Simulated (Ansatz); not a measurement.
**Si₂GeH₇Cl: one species, many methods**

Aim: compute Si₂GeH₇Cl with functionals from several rungs and with coupled cluster, and see how far each lands from CCSD(T) at the basis-set limit for the atomisation energy.

Method: functionals in def2-TZVPP, the program's frozen cores in correlated methods; program: Ansatz 0.2.0, Gaussian basis.

Levels to be run: PBE-D4, r2SCAN-D4, PBE0-D4, B3LYP-D4, ωB97X-V, ωB97M-V, B2PLYP; CCSD(T)/def2-TZVPP; MP2/def2-QZVPP; extrapolation to the limit.

## 1. The geometry

All runs share one geometry, relaxed beforehand with PBE0-D4 in a triple-zeta def2 set.

SMILES `Cl[SiH2][SiH2][GeH3]`, 11 atoms, charge 0, spin multiplicity 1.

Atoms are counted from 1 here; the program's logs count them from 0.

Bond lengths: Cl1–Si2 2.066 Å, Si2–Si3 2.335 Å, Si2–H5 1.485 Å, Si2–H6 1.485 Å, Si3–Ge4 2.380 Å, Si3–H7 1.490 Å, Si3–H8 1.488 Å, Ge4–H9 1.535 Å, Ge4–H10 1.537 Å, Ge4–H11 1.537 Å. Angles: Cl1–Si2–Si3 108.0°, Cl1–Si2–H5 107.6°, Cl1–Si2–H6 107.7°, Si3–Si2–H5 111.2°, Si3–Si2–H6 113.2°, H5–Si2–H6 108.9°, Si2–Si3–Ge4 109.3°, Si2–Si3–H7 109.0°, Si2–Si3–H8 109.2°, Ge4–Si3–H7 110.3°, Ge4–Si3–H8 110.3°, H7–Si3–H8 108.7°, Si3–Ge4–H9 110.1°, Si3–Ge4–H10 109.8°, Si3–Ge4–H11 110.5°, H9–Ge4–H10 108.8°, H9–Ge4–H11 108.9°, H10–Ge4–H11 108.6°.

## 2. PBE-D4 (GGA)

in.yaml reads:

```yaml
crystal:
  periodic: [false, false, false]
  atoms:
    - {symbol: Cl, position_ang: [-2.122112, 1.852658, 0.384369]}
    - {symbol: Si, position_ang: [-0.093730, 1.783176, 0.770869]}
    - {symbol: Si, position_ang: [0.566517, -0.456625, 0.756128]}
    - {symbol: Ge, position_ang: [-0.140092, -1.473680, -1.276671]}
    - {symbol: H, position_ang: [0.593504, 2.552908, -0.297314]}
    - {symbol: H, position_ang: [0.139641, 2.454480, 2.074662]}
    - {symbol: H, position_ang: [2.049646, -0.527160, 0.881107]}
    - {symbol: H, position_ang: [-0.043174, -1.154071, 1.920959]}
    - {symbol: H, position_ang: [-1.672961, -1.481172, -1.359093]}
    - {symbol: H, position_ang: [0.417183, -0.686233, -2.473740]}
    - {symbol: H, position_ang: [0.371077, -2.921281, -1.360575]}
basis:
  gaussian: {orbitals: def2-TZVPP}
hamiltonian: {xc: pbe, dispersion: d4}
output: {forces: true, orbitals: {seedname: orbitals}}
```

Launch:

```sh
ansatz run in.yaml --threads 4 --pin off --events-out ev --progress --plain --max-ram 10444MiB
```

The runs that follow: r2SCAN-D4 (meta-GGA); PBE0-D4 (hybrid); B3LYP-D4 (hybrid); ωB97X-V (range-separated); ωB97M-V (range-separated); B2PLYP (double hybrid); CCSD(T) in def2-TZVPP; MP2 in def2-QZVPP.

Q: Predict the results of all the runs planned. Wanted: atomisation energy, CCSD(T)/CBS; farthest; mean size of error, hybrid; mean size of error, range-separated; gap, smallest and largest; T1 diagnostic; triples share of the correlation energy.

As calculated:

| quantity | value |
| --- | --- |
| atomisation energy, CCSD(T)/CBS | 741.8 kcal/mol |
| functionals within 7.4 kcal/mol (1.0 %) | r2SCAN-D4, ωB97X-V, ωB97M-V |
| farthest | B2PLYP (-17.8 kcal/mol) |
| mean size of error, hybrid | 9.8 kcal/mol |
| mean size of error, range-separated | 5.4 kcal/mol |
| gap, smallest and largest | 5.36 eV (PBE-D4), 11.55 eV (ωB97X-V) |
| T1 diagnostic | 0.0117 |
| triples share of the correlation energy | 3.6 % |

PBE-D4 misses by -12.4 kcal/mol. Double hybrids carry the basis error of their MP2 part in triple zeta, and no dispersion term here, so their miss is partly the set-up's. Misses under about 7.4 kcal/mol are within the doubt on the reference itself, which lacks core-valence correlation, relativity and higher excitations, and its outer-core shells are covered unevenly. Hartree-Fock recovers 75 % of the binding; the rest is correlation. The gap grows from 5.4 to 11.5 eV across the functionals, mostly with the share of exact exchange. Correlated methods include outer-core shells of Ge, which these sets cover unevenly.
